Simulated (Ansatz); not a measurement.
# C4F6 (SMILES FC1=C(F)C(F)(F)C1(F)F) at 6 levels

We compute a comparison of 6 runs (HF/STO-3G, HF/3-21G, B3LYP/6-31G*, r2SCAN/6-311G**, PBE0/aug-cc-pVDZ) of C4F6. 

The calculation is run with Ansatz 0.2.0.

7 further runs of the same task are left out: 3 for a known fault of the program, 4 set aside as unsound or not needed. Runs told in other sessions of the task aren't counted.

## Step 1: The molecule

C4F6: 10 atoms, total charge 0, spin state singlet. As SMILES, `FC1=C(F)C(F)(F)C1(F)F`. The coordinates come from a PBE0-D4/def2-TZVP relaxation.

Bond lengths: F1–C2 1.301 Å, C2–C3 1.334 Å, C3–F4 1.301 Å, C3–C5 1.496 Å, C5–F6 1.340 Å, C5–F7 1.340 Å, C2–C8 1.496 Å, C5–C8 1.568 Å, C8–F9 1.340 Å, C8–F10 1.340 Å. Some angles: F1–C2–C3 135.0°, F1–C2–C8 130.6°, C3–C2–C8 94.5°, C2–C3–F4 135.0°, C2–C3–C5 94.5°, F4–C3–C5 130.6°, C3–C5–F6 116.5°, C3–C5–F7 116.5°, C3–C5–C8 85.5°, F6–C5–F7 107.6°.

## Step 2: Energy and forces at HF/STO-3G (run 1)

run.yaml reads:

```yaml
crystal:
  periodic: [false, false, false]
  atoms:
    - {symbol: F, position_ang: [-0.072120, -2.316230, 0.763630]}
    - {symbol: C, position_ang: [-0.087540, -1.109800, 0.277030]}
    - {symbol: C, position_ang: [-0.606330, -0.538520, -0.811440]}
    - {symbol: F, position_ang: [-1.305940, -0.957560, -1.825060]}
    - {symbol: C, position_ang: [-0.097240, 0.828870, -0.479530]}
    - {symbol: F, position_ang: [-1.021680, 1.768480, -0.236800]}
    - {symbol: F, position_ang: [0.801770, 1.353470, -1.323900]}
    - {symbol: C, position_ang: [0.512470, 0.157580, 0.799350]}
    - {symbol: F, position_ang: [0.026610, 0.614420, 1.961950]}
    - {symbol: F, position_ang: [1.849980, 0.199290, 0.874760]}
basis:
  gaussian:
    orbitals: STO-3G
hamiltonian:
  xc: hf
accuracy: high
output:
  forces: true
  orbitals: {seedname: orbitals}
```

Run with:

```sh
ansatz run run.yaml --threads 1 --pin off --max-ram 3480MiB --events-out events.jsonl --progress --plain --runs-dir runs
```

The log of the run, shortened:

```text
Warning: RAYON_NUM_THREADS=1 ignored (pool sized by the plan → 1); use --threads N
Functional definition: HF
  name "HF"
[...]
1168 factors; integrals over basis functions are off by at most 1.0e-8 eV
[...]
mean field -20076.02237890 eV, -737.7802144080 hartree, gradient 1.1e-8 eV, S^2 0.000000; 0 other end points of the search recorded, 0 dependent functions left out
[...]
reference -20076.02237890 eV, -737.7802144080 hartree; 39, 39 occupied and 11, 11 virtual orbitals, 1168 factors
Total energy: -20076.02237890 eV, -737.7802144080 hartree
Atom 0 at    -0.072120    -2.316230     0.763630 Å, force     0.036438    -2.368923     0.965768 eV/Å
Atom 1 at    -0.087540    -1.109800     0.277030 Å, force    -1.080553     0.368305    -1.954201 eV/Å
Atom 2 at    -0.606330    -0.538520    -0.811440 Å, force     0.608209    -1.491244     1.590240 eV/Å
Atom 3 at    -1.305940    -0.957560    -1.825060 Å, force    -1.376355    -0.813706    -1.997906 eV/Å
Atom 4 at    -0.097240     0.828870    -0.479530 Å, force     0.105922     0.690938    -0.087922 eV/Å
Atom 5 at    -1.021680     1.768480    -0.236800 Å, force    -1.557765     1.528234     0.475410 eV/Å
Atom 6 at     0.801770     1.353470    -1.323900 Å, force     1.553106     0.820296    -1.379494 eV/Å
Atom 7 at     0.512470     0.157580     0.799350 Å, force     0.357683     0.411923     0.445954 eV/Å
Atom 8 at     0.026610     0.614420     1.961950 Å, force    -0.878799     0.781204     1.898406 eV/Å
Atom 9 at     1.849980     0.199290     0.874760 Å, force     2.232115     0.072972     0.043745 eV/Å
Dipole moment:    -0.061632    -0.146408    -0.047475 e Å
```

It took 2.5 s on 1 thread of Arm Neoverse V2, shared host; peak memory 0.14 GiB.

## Step 3: Energy and gradient at HF/3-21G (run 2)

input.yaml reads:

```yaml
crystal:
  periodic: [false, false, false]
  atoms:
    - symbol: F
      position_ang: [-0.072120, -2.316230, 0.763630]
    - symbol: C
      position_ang: [-0.087540, -1.109800, 0.277030]
    - symbol: C
      position_ang: [-0.606330, -0.538520, -0.811440]
    - symbol: F
      position_ang: [-1.305940, -0.957560, -1.825060]
    - symbol: C
      position_ang: [-0.097240, 0.828870, -0.479530]
    - symbol: F
      position_ang: [-1.021680, 1.768480, -0.236800]
    - symbol: F
      position_ang: [0.801770, 1.353470, -1.323900]
    - symbol: C
      position_ang: [0.512470, 0.157580, 0.799350]
    - symbol: F
      position_ang: [0.026610, 0.614420, 1.961950]
    - symbol: F
      position_ang: [1.849980, 0.199290, 0.874760]
basis:
  gaussian:
    orbitals: 3-21G.json
hamiltonian:
  xc: hf
accuracy: high
output: {forces: true, orbitals: {seedname: orbitals}}
```

The basis set 3-21G is read from a file made from the Basis Set Exchange's data (not shown).

Run with:

```sh
ansatz run input.yaml --threads 1 --pin off --max-ram 3480MiB --events-out events.jsonl --progress --plain --runs-dir runs
```

The log of the run, shortened:

```text
Warning: RAYON_NUM_THREADS=1 ignored (pool sized by the plan → 1); use --threads N
Functional definition: HF
  name "HF"
[...]
2054 factors; integrals over basis functions are off by at most 3.5e-9 eV
[...]
mean field -20243.67331314 eV, -743.9412726034 hartree, gradient 2.6e-8 eV, S^2 0.000000; 0 other end points of the search recorded, 0 dependent functions left out
[...]
reference -20243.67331314 eV, -743.9412726034 hartree; 39, 39 occupied and 51, 51 virtual orbitals, 2054 factors
Total energy: -20243.67331314 eV, -743.9412726034 hartree
Atom 0 at    -0.072120    -2.316230     0.763630 Å, force    -0.022295    -1.256286     0.442379 eV/Å
Atom 1 at    -0.087540    -1.109800     0.277030 Å, force    -0.510484     1.380203    -1.384347 eV/Å
Atom 2 at    -0.606330    -0.538520    -0.811440 Å, force     0.981334    -0.262543     1.746754 eV/Å
Atom 3 at    -1.305940    -0.957560    -1.825060 Å, force    -0.714779    -0.494182    -1.010120 eV/Å
Atom 4 at    -0.097240     0.828870    -0.479530 Å, force     0.283922    -0.411564     0.632074 eV/Å
Atom 5 at    -1.021680     1.768480    -0.236800 Å, force    -0.570971     0.404719     0.252950 eV/Å
Atom 6 at     0.801770     1.353470    -1.323900 Å, force     0.585598     0.141556    -0.436864 eV/Å
Atom 7 at     0.512470     0.157580     0.799350 Å, force    -0.341609     0.275745    -0.675695 eV/Å
Atom 8 at     0.026610     0.614420     1.961950 Å, force    -0.423692     0.242834     0.561203 eV/Å
Atom 9 at     1.849980     0.199290     0.874760 Å, force     0.732976    -0.020483    -0.128335 eV/Å
Dipole moment:    -0.105684    -0.251057    -0.081406 e Å
```

It took 4.2 s on 1 thread of Arm Neoverse V2, shared host; peak memory 0.31 GiB.

Runs 3 to 5 aren't shown in full; the table further down has their settings and results.

## Step 4: Energy and forces at PBE0/aug-cc-pVDZ (run 6)

job.yaml reads:

```yaml
basis:
  gaussian:
    orbitals: aug-cc-pVDZ
crystal:
  periodic: [false, false, false]
  atoms:
    - {symbol: F, position_ang: [-0.072120, -2.316230, 0.763630]}
    - {symbol: C, position_ang: [-0.087540, -1.109800, 0.277030]}
    - {symbol: C, position_ang: [-0.606330, -0.538520, -0.811440]}
    - {symbol: F, position_ang: [-1.305940, -0.957560, -1.825060]}
    - {symbol: C, position_ang: [-0.097240, 0.828870, -0.479530]}
    - {symbol: F, position_ang: [-1.021680, 1.768480, -0.236800]}
    - {symbol: F, position_ang: [0.801770, 1.353470, -1.323900]}
    - {symbol: C, position_ang: [0.512470, 0.157580, 0.799350]}
    - {symbol: F, position_ang: [0.026610, 0.614420, 1.961950]}
    - {symbol: F, position_ang: [1.849980, 0.199290, 0.874760]}
hamiltonian:
  xc: pbe0
accuracy: high
output:
  forces: true
  orbitals: {seedname: orbitals}
```

Run with:

```sh
ansatz run job.yaml --threads 1 --pin off --max-ram 3480MiB --events-out events.jsonl --progress --plain --runs-dir runs
```

The log of the run:

```text
Warning: RAYON_NUM_THREADS=1 ignored (pool sized by the plan → 1); use --threads N
[... 16 lines left out ...]
Total energy: -20429.60189194 eV, -750.7740218471 hartree
[... 10 lines left out ...]
Dipole moment:    -0.112685    -0.267699    -0.086804 e Å
```

Run time: 78 s. Hardware: 1 thread of Arm Neoverse V2, shared host; peak memory 1.9 GiB.

## Step 5: All runs side by side

| run | level | Cartesian functions | energy (Eh) | dipole moment (D) | HOMO energy (eV) | LUMO energy (eV) | wall time |
| --- | --- | --- | --- | --- | --- | --- | --- |
| 1 | HF/STO-3G | no | -737.780214 | 0.80 | -8.62 | 6.93 | 2.5 s |
| 2 | HF/3-21G | no | -743.941273 | 1.37 | -12.28 | 2.83 | 4.2 s |
| 3 | B3LYP/6-31G* (spherical functions) | no | -751.362530 | 1.31 | -8.26 | -0.65 | 29 s |
| 4 | B3LYP/6-31G* (Cartesian functions) | yes | -751.370169 | 1.31 | -8.27 | -0.65 | 30 s |
| 5 | r2SCAN/6-311G** | no | -751.287389 | 1.41 | -7.84 | -1.63 | 48 s |
| 6 | PBE0/aug-cc-pVDZ | no | -750.774022 | 1.46 | -9.13 | -0.95 | 78 s |

## Step 6: What came out

```
                       quantity          value
            run 6: total energy  -750.77402 Eh
           run 6: dipole moment         1.46 D
             run 6: HOMO energy       -9.13 eV
             run 6: LUMO energy       -0.95 eV
           run 6: HOMO–LUMO gap        8.17 eV
run 6: largest force on an atom     0.444 eV/Å
```

The dipole moment (its size) runs from 0.80 D (HF/STO-3G) to 1.46 D (PBE0/aug-cc-pVDZ). The two ends differ in method and basis. The HOMO–LUMO gap runs from 6.21 eV (r2SCAN/6-311G**) to 15.55 eV (HF/STO-3G). Totals of different functionals can't be ranked against each other. In run 1 the basis is minimal, so the values are rough. All runs together took 3.2 min, the longest 78 s.
